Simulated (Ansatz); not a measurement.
# GaB: the cost of one run

Computed with Ansatz 0.2.0 (DFT PBE, scalar-relativistic, plane waves, PAW, unless a step's input says otherwise).

1 further run of the same task is left out (it didn't finish).

### Step 1. Starting point

The structure is orthorhombic, space group Fmmm (No. 69). The conventional cell has a = 4.575 Å, b = 4.866 Å, c = 5.193 Å, α = 90.00°, β = 90.00°, γ = 90.00°. Ga (site symmetry mmm) has 6 B at 2.29 to 2.60 Å as nearest neighbours. B (site symmetry mmm) has 6 Ga at 2.29 to 2.60 Å as nearest neighbours.

Structure file:

```xyz
2
Lattice="0.0000 2.4329 2.5966 2.2874 0.0000 2.5966 2.2874 2.4329 0.0000" Properties=species:S:1:pos:R:3 pbc="T T T"
Ga    0.0000    0.0000    0.0000
B     2.2874    2.4329    2.5966
```

This is candidate A: HCl type (Fmmm, No. 69).

(A quick probe on a coarse mesh, which set the mesh and smearing, is not shown.)

### Step 3. A loose first relaxation (candidate A)

Contents of input.yaml:

```yaml
crystal:
  lattice:
    - [0.0, 2.4328858433, 2.5965940496]
    - [2.2873674378, 0.0, 2.5965940496]
    - [2.2873674378, 2.4328858433, 0.0]
  atoms:
    - { symbol: Ga, position: [0.0, 0.0, 0.0] }
    - { symbol: B, position: [0.5, 0.5, 0.5] }
basis:
  ecutwfc: 420
kpoints:
  mp_grid: { grid: [6, 6, 6] }
hamiltonian:
  xc: pbe
scf:
  occupations: { method: gaussian, width: 0.1 }
  lower_state_search: "off"
output:
  forces: true
  stress: true
  eigenvalues: true
relax:
  adjacent_minimum: "off"
  f_tol: 0.04
  max_steps: 70
  cell: { stress_tol: 0.4 }
```

On the command line:

```console
$ ansatz run input.yaml --threads 1 --pin off --max-ram 2560MiB --backend cpu --events-out ev --progress --plain --runs-dir out
```

**Question.** How long does this run take on 1 thread of Intel Xeon Platinum 8259CL at 2.50GHz (Skylake/Cascade Lake), shared host, and how much memory does it need?

About 13 s, with a peak of 0.37 GiB.
